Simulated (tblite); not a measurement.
# C3H8OSSi: the cost of one run

The runs use tblite 0.8.0 and PySCF 2.14.0, with density-fitted response routines of our own; the level of theory stands in each step. All values are computed, except where a source is named. Atoms count from 0, in the outputs and in this text.

**1. The molecule as given**

14 atoms, charge 0, multiplicity 1; geometry from: force field or distance geometry start.

Bonds of the start (Å): C0–C1 1.32, C1–Si2 1.88, Si2–O3 1.70, Si2–S4 2.11, S4–C5 1.78, C0–H6 1.09, C0–H7 1.09, C1–H8 1.10, Si2–H9 1.48, O3–H10 0.99, C5–H11 1.13, C5–H12 1.13, C5–H13 1.11.

**2. Geometry optimisation with GFN2-xTB**

Job settings and geometry (Å):

```
{"job": {"kind": "relax", "xc": "GFN2-xTB", "basis": "xTB"}, "charge": 0, "multiplicity": 1}
C     -2.443300     0.490600    -0.905000
C     -2.135500    -0.296500     0.106500
Si    -0.383800    -0.171300     0.776600
O     -0.041000    -1.545500     1.709100
S      0.865600     0.037400    -0.907800
C      2.593300     0.310300    -0.573400
H     -1.736500     1.190400    -1.338700
H     -3.439200     0.486900    -1.346800
H     -2.840500    -1.006100     0.557000
H     -0.403700     0.991100     1.685500
H      0.924900    -1.625800     1.923600
H      3.141600     0.168800    -1.546600
H      2.820600     1.381000    -0.277500
H      3.076900    -0.411700     0.115400
```

Command:

```
$ OMP_NUM_THREADS=1 python probes_run.py task.json out
```

The driver reads the jobs from task.json and runs them one after another.

**Question.** How long does this first job take on 1 thread of Arm Neoverse V1, shared host, and how much memory does it need?

About 1 s, with a peak of 0.18 GiB.
